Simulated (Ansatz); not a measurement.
# C3H11BN2O: ionisation energy by level of theory

One table from this session's results is given with a row withheld; the runs are named, their logs left out.

Computed with Ansatz 0.2.0, Gaussian basis. Level: unrestricted cation, the program's frozen cores in correlated methods.

Plan: UKS PBE-D4/def2-TZVPP; UKS r2SCAN-D4/def2-TZVPP; UKS PBE0-D4/def2-TZVPP; UKS B3LYP-D4/def2-TZVPP; UKS wB97X-V/def2-TZVPP; UKS wB97M-V/def2-TZVPP; UKS B2PLYP/def2-TZVPP; UHF-CCSD(T)/def2-TZVPP; UHF-MP2/def2-QZVPP; extrapolation to the limit; then −ε(HOMO) from the neutral's earlier runs with LDA (SPW92), PBE-D4, revPBE-D4, BLYP-D4, r2SCAN-D4, B97M-V, PBE0-D4, B3LYP-D4, r2SCANh-D4, r2SCAN0-D4, HSE06-D4, BHLYP-D4, CAM-B3LYP-D4, LC-ωPBE, ωB97X-V, ωB97M-V.

## The geometry

An earlier PBE0-D4 in a triple-zeta def2 set relaxation fixed the geometry.

SMILES `CC(C)OB(N)N`, 18 atoms, charge 0, spin multiplicity 1.

Atoms are counted from 1 here; the program's logs count them from 0.

Bond lengths: C1–C2 1.514 Å, C1–H8 1.093 Å, C1–H9 1.091 Å, C1–H10 1.092 Å, C2–C3 1.518 Å, C2–O4 1.411 Å, C2–H11 1.101 Å, C3–H12 1.093 Å, C3–H13 1.092 Å, C3–H14 1.093 Å, O4–B5 1.380 Å, B5–N6 1.422 Å, B5–N7 1.417 Å, N6–H15 1.002 Å, N6–H16 1.003 Å, N7–H17 1.003 Å, N7–H18 1.002 Å. Angles: C2–C1–H8 110.0°, C2–C1–H9 110.5°, C2–C1–H10 110.8°, H8–C1–H9 108.3°, H8–C1–H10 108.5°, H9–C1–H10 108.7°, C1–C2–C3 112.0°, C1–C2–O4 107.7°, C1–C2–H11 108.0°, C3–C2–O4 110.4°, C3–C2–H11 109.2°, O4–C2–H11 109.6°, C2–C3–H12 110.9°, C2–C3–H13 111.0°, C2–C3–H14 109.8°, H12–C3–H13 108.5°, H12–C3–H14 108.4°, H13–C3–H14 108.1° and more.

The first run:

in.yaml

```yaml
crystal:
  periodic: [false, false, false]
  atoms:
    - {symbol: C, position_ang: [1.767703, -1.261843, -0.722111]}
    - {symbol: C, position_ang: [0.860589, -0.111474, -0.340270]}
    - {symbol: C, position_ang: [0.644762, 0.850600, -1.494458]}
    - {symbol: O, position_ang: [-0.370229, -0.658507, 0.081743]}
    - {symbol: B, position_ang: [-1.228915, -0.005430, 0.941668]}
    - {symbol: N, position_ang: [-0.929513, 1.262852, 1.509759]}
    - {symbol: N, position_ang: [-2.442113, -0.678490, 1.232111]}
    - {symbol: H, position_ang: [1.324866, -1.829927, -1.543914]}
    - {symbol: H, position_ang: [1.906438, -1.936441, 0.124430]}
    - {symbol: H, position_ang: [2.746119, -0.895262, -1.040936]}
    - {symbol: H, position_ang: [1.330257, 0.427585, 0.496359]}
    - {symbol: H, position_ang: [1.591670, 1.290357, -1.817635]}
    - {symbol: H, position_ang: [-0.032363, 1.658388, -1.209414]}
    - {symbol: H, position_ang: [0.203140, 0.319951, -2.341685]}
    - {symbol: H, position_ang: [-0.073758, 1.757480, 1.345640]}
    - {symbol: H, position_ang: [-1.529973, 1.713265, 2.174505]}
    - {symbol: H, position_ang: [-2.646711, -1.571245, 0.823534]}
    - {symbol: H, position_ang: [-3.159568, -0.320560, 1.832472]}
basis:
  gaussian: {orbitals: def2-TZVPP}
total_charge: 1
magnetization: {spin_polarized: true, initial_magnetization: 1}
hamiltonian: {xc: pbe, dispersion: d4}
```

Started as:

```sh
ansatz run in.yaml --threads 2 --pin off --events-out ev --progress --plain --max-ram 32768MiB --backend cuda --devices 0, --max-vram 18GiB
```

Steps of the session up to this table: Cation, UKS PBE-D4/def2-TZVPP; Cation, UKS r2SCAN-D4/def2-TZVPP; Cation, UKS PBE0-D4/def2-TZVPP; Cation, UKS B3LYP-D4/def2-TZVPP; Cation, UKS wB97X-V/def2-TZVPP; Cation, UKS wB97M-V/def2-TZVPP; Cation, UKS B2PLYP (frozen core)/def2-TZVPP; Cation, UHF-CCSD(T)/def2-TZVPP; Cation, UHF-MP2/def2-QZVPP.

One of the session's tables, all rows but one given; the rest of the session is left out.

Orbital estimates, from the neutral's runs:

| functional | −ε(HOMO) (eV) |
| --- | --- |
| LDA (SPW92) | 5.48 |
| PBE-D4 | 5.30 |
| revPBE-D4 | 5.23 |
| BLYP-D4 | 5.18 |
| r2SCAN-D4 | 5.60 |
| B97M-V | 5.70 |
| PBE0-D4 | 6.74 |
| B3LYP-D4 | 6.49 |
| r2SCANh-D4 | 6.14 |
| r2SCAN0-D4 | 6.95 |
| HSE06-D4 | 6.33 |
| BHLYP-D4 | 8.09 |
| CAM-B3LYP-D4 | ? |
| LC-ωPBE | 9.59 |
| ωB97X-V | 9.21 |
| ωB97M-V | 9.12 |

Q: Estimate the row for CAM-B3LYP-D4 from the others.

The run gave: −ε(HOMO) (eV): 8.18. In the column «−ε(HOMO) (eV)» it lies between BHLYP-D4 (8.09) and ωB97M-V (9.12).
